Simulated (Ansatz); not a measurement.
This script drives Ansatz 0.2.0, Python API.

The script, `cu.py`:
```python
'''Zone-centre and zone-boundary phonons of Cu by linear response.'''

from pathlib import Path
import warnings

import ansatz
import numpy as np

warnings.simplefilter('ignore', ansatz.DeckWarning)

lattice = ansatz.Lattice.of(
    [-1.44279, 1.44279, 1.37608],
    [1.44279, -1.44279, 1.37608],
    [1.44279, 1.44279, -1.37608],
)
sites = [
    ('Cu', [0.0, 0.0, 0.0]),
]
xtal = ansatz.Crystal(lattice=lattice)
for symbol, position in sites:
    xtal = xtal.atom(symbol, position)

job = (
    xtal.calculation()
    .functional(ansatz.Functional.LDA)
    .basis(38 * ansatz.Ry)
    .occupations('Fermi-Dirac')
    .kpoints(16, 16, 16)
    .phonons('dfpt', points=[(0, 0, 0), (0.5, 0.5, 0.5)])
)
done = job.run(threads=1, backend='cpu', runs_dir='runs')
ph = done.phonons

for q in ph.qpoints:
    thz = np.asarray(q.omega_inv_cm) / 33.35641
    print('q = ({:.2f}, {:.2f}, {:.2f})'.format(*q.q_frac), np.round(thz, 2) + 0.0, 'THz')
```

It is started by `python cu.py`. How long does it take on 1 thread of Arm Neoverse V2, with other jobs on the host, and how much memory does it need?

It took about 47 s, with a peak of 0.69 GiB, for 1 run of the engine.

```console
$ python cu.py
RunWarning: eigensolver did not converge (k=251): 1 band(s) unlocked after 20 sweeps at ethr=1.00e-12 eV (lowest unlocked band 13, counted from 0; max residual 5.94e-6 eV among the unlocked bands, 5.94e-6 eV over every band); it also stands for any lines of [...]
q = (0.00, 0.00, 0.00) [0. 0. 0.] THz
q = (0.50, 0.50, 0.50) [6.81 7.09 7.09] THz
```
(Warnings from the package without file and line, shortened.)

Notes:
- The cell isn't relaxed first, so the values belong to this volume.
- This isn't the structure that Cu takes at ambient conditions.
- The structure is taken as given; imaginary modes can come from an unrelaxed or unstable start. Phonons of metals also depend on mesh and smearing.
- The script silences the warnings on its input, which a real study should read.
